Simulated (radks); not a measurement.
# Ionisation of Gd²⁺: one atom, several choices of functional

Aim: the ionisation energy of Gd²⁺ ([Xe] 4f7 5d1) to Gd³⁺ ([Xe] 4f7) for each choice of functional, and which comes nearest the tabulated value.

The numbers are computed with radks (a radial shooting solver on a logarithmic mesh, Libxc functionals) version 1 (scalar-relativistic Kohn-Sham, spin-polarised, spherical densities, finite nucleus; open shells are filled with parallel spins first), except any that are marked as measured or tabulated.

**1. The atom as given**

| Quantity | Value |
| --- | --- |
| element | gadolinium (Z = 64) |
| charge | +2 |
| electrons | 62 |
| configuration | [Xe] 4f7 5d1 |
| ion | Gd³⁺, [Xe] 4f7 |
| choices | PW91; B86b exchange with PBE correlation; AM05; RPBE; LDA (Slater exchange, Perdew-Wang correlation); SOGGA; exchange-only B88 |

The outer shells:

Gd²⁺
```
[Xe] core
4f [↑ ][↑ ][↑ ][↑ ][↑ ][↑ ][↑ ]
5d [↑ ][  ][  ][  ][  ]
```

Gd³⁺
```
[Xe] core
4f [↑ ][↑ ][↑ ][↑ ][↑ ][↑ ][↑ ]
```

**2. PW91: Gd²⁺**

Input:

```text
Z 64
configuration [Xe] 4f7 5d1
relativity scalar-relativistic
functional pw91,pw91
spin polarised
nucleus finite rms 5.1569 fm
c 137.035999084
```

**3. PW91: Gd³⁺**

Input: that of step 2 with these lines changed.

```diff
@@ -1,3 +1,3 @@
 Z 64
-configuration [Xe] 4f7 5d1
+configuration [Xe] 4f7
 relativity scalar-relativistic
```

**4. B86b exchange with PBE correlation: Gd²⁺**

Input:

```text
Z 64
configuration [Xe] 4f7 5d1
relativity scalar-relativistic
functional b86_mgc,pbe
spin polarised
nucleus finite rms 5.1569 fm
c 137.035999084
```

**5. B86b exchange with PBE correlation: Gd³⁺**

Input: that of step 4 with these lines changed.

```diff
@@ -1,3 +1,3 @@
 Z 64
-configuration [Xe] 4f7 5d1
+configuration [Xe] 4f7
 relativity scalar-relativistic
```

**6. AM05: Gd²⁺**

Input:

```text
Z 64
configuration [Xe] 4f7 5d1
relativity scalar-relativistic
functional am05,am05
spin polarised
nucleus finite rms 5.1569 fm
c 137.035999084
```

**7. AM05: Gd³⁺**

Input: that of step 6 with these lines changed.

```diff
@@ -1,3 +1,3 @@
 Z 64
-configuration [Xe] 4f7 5d1
+configuration [Xe] 4f7
 relativity scalar-relativistic
```

**8. RPBE: Gd²⁺**

Input:

```text
Z 64
configuration [Xe] 4f7 5d1
relativity scalar-relativistic
functional rpbe,pbe
spin polarised
nucleus finite rms 5.1569 fm
c 137.035999084
```

**9. RPBE: Gd³⁺**

Input: that of step 8 with these lines changed.

```diff
@@ -1,3 +1,3 @@
 Z 64
-configuration [Xe] 4f7 5d1
+configuration [Xe] 4f7
 relativity scalar-relativistic
```

**10. LDA (Slater exchange, Perdew-Wang correlation): Gd²⁺**

Input:

```text
Z 64
configuration [Xe] 4f7 5d1
relativity scalar-relativistic
functional lda,pw
spin polarised
nucleus finite rms 5.1569 fm
c 137.035999084
```

**11. LDA (Slater exchange, Perdew-Wang correlation): Gd³⁺**

Input: that of step 10 with these lines changed.

```diff
@@ -1,3 +1,3 @@
 Z 64
-configuration [Xe] 4f7 5d1
+configuration [Xe] 4f7
 relativity scalar-relativistic
```

**12. SOGGA: Gd²⁺**

Input:

```text
Z 64
configuration [Xe] 4f7 5d1
relativity scalar-relativistic
functional sogga,pbe
spin polarised
nucleus finite rms 5.1569 fm
c 137.035999084
```

**13. SOGGA: Gd³⁺**

Input: that of step 12 with these lines changed.

```diff
@@ -1,3 +1,3 @@
 Z 64
-configuration [Xe] 4f7 5d1
+configuration [Xe] 4f7
 relativity scalar-relativistic
```

**14. exchange-only B88: Gd²⁺**

Input:

```text
Z 64
configuration [Xe] 4f7 5d1
relativity scalar-relativistic
functional b88,
spin polarised
nucleus finite rms 5.1569 fm
c 137.035999084
```

**15. exchange-only B88: Gd³⁺**

Input: that of step 14 with these lines changed.

```diff
@@ -1,3 +1,3 @@
 Z 64
-configuration [Xe] 4f7 5d1
+configuration [Xe] 4f7
 relativity scalar-relativistic
```

Before running it: what results should come out? Wanted: for each run, functional; E(Gd²⁺); Δ-SCF; −ε(HOMO); <r> HOMO; error.

**Answer**, as computed:

| functional | E(Gd²⁺) (hartree) | Δ-SCF (eV) | −ε(HOMO) (eV) | <r> HOMO (bohr) | error (eV) |
| --- | --- | --- | --- | --- | --- |
| PW91 | -11271.2386 | 20.433 | 15.826 | 2.329 | -0.11 |
| B86b exchange with PBE correlation | -11270.9310 | 20.370 | 15.789 | 2.327 | -0.17 |
| AM05 | -11262.6738 | 20.274 | 15.711 | 2.311 | -0.27 |
| RPBE | -11270.3591 | 20.292 | 15.681 | 2.333 | -0.25 |
| LDA (Slater exchange, Perdew-Wang correlation) | -11262.3531 | 20.549 | 15.963 | 2.319 | +0.01 |
| SOGGA | -11265.6166 | 20.254 | 15.679 | 2.319 | -0.29 |
| exchange-only B88 | -11267.4899 | 19.497 | 15.009 | 2.372 | -1.04 |

In words: The NIST Atomic Spectra Database lists 20.54 eV (semi-empirical). Nearest is LDA (Slater exchange, Perdew-Wang correlation) (+0.01 eV off), farthest exchange-only B88 (-1.04 eV). The ionisation energies span 1.05 eV, the total energies of Gd²⁺ 242 eV: most of the change in the total cancels in the difference. Open shells are spherical and high-spin; term and fine-structure splittings are not resolved. Spin-orbit splitting is averaged out at the scalar-relativistic level.
